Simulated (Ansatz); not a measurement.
# BH₇OSi₂: up Jacob's ladder to CCSD(T)

The task here is to estimate one member of a computed series from the others.

Computed with Ansatz 0.2.0, Gaussian basis. Level: functionals in def2-TZVPP, the program's frozen cores in correlated methods.

Plan: LDA (SPW92), PBE-D4, revPBE-D4, BLYP-D4, r2SCAN-D4, B97M-V, PBE0-D4, B3LYP-D4, r2SCANh-D4, r2SCAN0-D4, HSE06-D4, BHLYP-D4, CAM-B3LYP-D4, LC-ωPBE, ωB97X-V, ωB97M-V, B2PLYP, PBE-QIDH; CCSD(T)/def2-SVP; CCSD(T)/def2-TZVPP; MP2/def2-QZVPP; extrapolation to the limit; RPA on PBE.

## The geometry

An earlier PBE0-D4 in a triple-zeta def2 set relaxation fixed the geometry.

SMILES `B[SiH2][SiH2]O`, 11 atoms, charge 0, spin multiplicity 1.

Atoms are counted from 1 here; the program's logs count them from 0.

Bond lengths: B1–Si2 1.990 Å, B1–H5 1.195 Å, B1–H6 1.195 Å, Si2–Si3 2.364 Å, Si2–H7 1.490 Å, Si2–H8 1.493 Å, Si3–O4 1.653 Å, Si3–H9 1.483 Å, Si3–H10 1.492 Å, O4–H11 0.958 Å. Angles: Si2–B1–H5 120.9°, Si2–B1–H6 121.0°, H5–B1–H6 117.9°, B1–Si2–Si3 105.7°, B1–Si2–H7 114.7°, B1–Si2–H8 113.8°, Si3–Si2–H7 107.6°, Si3–Si2–H8 106.1°, H7–Si2–H8 108.5°, Si2–Si3–O4 111.6°, Si2–Si3–H9 111.0°, Si2–Si3–H10 108.8°, O4–Si3–H9 105.5°, O4–Si3–H10 111.2°, H9–Si3–H10 108.6°, Si3–O4–H11 117.4°.

Set-up of the first run:

The input, in.yaml:

```yaml
crystal:
  periodic: [false, false, false]
  atoms:
    - {symbol: B, position_ang: [-1.173631, 1.893100, -0.153192]}
    - {symbol: Si, position_ang: [-0.888406, -0.038212, -0.539275]}
    - {symbol: Si, position_ang: [1.078347, -0.639234, 0.626707]}
    - {symbol: O, position_ang: [1.469771, -2.226757, 0.384199]}
    - {symbol: H, position_ang: [-0.638090, 2.736220, -0.810089]}
    - {symbol: H, position_ang: [-1.811261, 2.244553, 0.794930]}
    - {symbol: H, position_ang: [-1.982151, -0.934424, -0.069740]}
    - {symbol: H, position_ang: [-0.620994, -0.330892, -1.978868]}
    - {symbol: H, position_ang: [0.892701, -0.496533, 2.091527]}
    - {symbol: H, position_ang: [2.186048, 0.262593, 0.196137]}
    - {symbol: H, position_ang: [1.553168, -2.527315, -0.521635]}
basis:
  gaussian: {orbitals: def2-TZVPP}
hamiltonian: {xc: lda}
output: {orbitals: {seedname: orbitals}}
```

Command:

```bash
$ ansatz run in.yaml --threads 2 --pin off --events-out ev --progress --plain --max-ram 4352MiB
```

Among the steps run: LDA; PBE-D4 (GGA); revPBE-D4 (GGA); BLYP-D4 (GGA); r2SCAN-D4 (meta-GGA); B97M-V (meta-GGA); B3LYP-D4 (hybrid); r2SCANh-D4 (hybrid); r2SCAN0-D4 (hybrid); HSE06-D4 (hybrid); BHLYP-D4 (hybrid); CAM-B3LYP-D4 (range-separated); LC-ωPBE (range-separated); ωB97X-V (range-separated); ωB97M-V (range-separated); B2PLYP (double hybrid); PBE-QIDH (double hybrid).

One of the session's tables, all rows but one given; the rest of the session is left out.

It belongs to the step «Orbital energies across the functionals». 

| functional | HOMO (eV) | LUMO (eV) | gap (eV) |
| --- | --- | --- | --- |
| LDA (SPW92) | -6.63 | -3.71 | 2.92 |
| PBE-D4 | -6.52 | -3.45 | 3.07 |
| revPBE-D4 | -6.47 | -3.34 | 3.13 |
| BLYP-D4 | -6.38 | -3.28 | 3.11 |
| r2SCAN-D4 | -6.76 | -3.16 | 3.59 |
| B97M-V | -6.87 | -3.31 | 3.56 |
| PBE0-D4 | -7.63 | -2.54 | 5.09 |
| B3LYP-D4 | -7.44 | -2.72 | 4.71 |
| r2SCANh-D4 | -7.17 | -2.85 | 4.32 |
| r2SCAN0-D4 | -7.79 | -2.37 | 5.42 |
| HSE06-D4 | -7.24 | -2.92 | 4.32 |
| BHLYP-D4 | -8.65 | -1.52 | 7.13 |
| CAM-B3LYP-D4 | -8.89 | -1.45 | 7.44 |
| LC-ωPBE | ? | ? | ? |
| ωB97X-V | -9.84 | -0.40 | 9.45 |
| ωB97M-V | -9.64 | -0.64 | 9.00 |

**Question.** Estimate the row for LC-ωPBE.

**Answer.** HOMO (eV): -10.16; LUMO (eV): -0.30; gap (eV): 9.86. In the column «HOMO (eV)» it is the lowest.
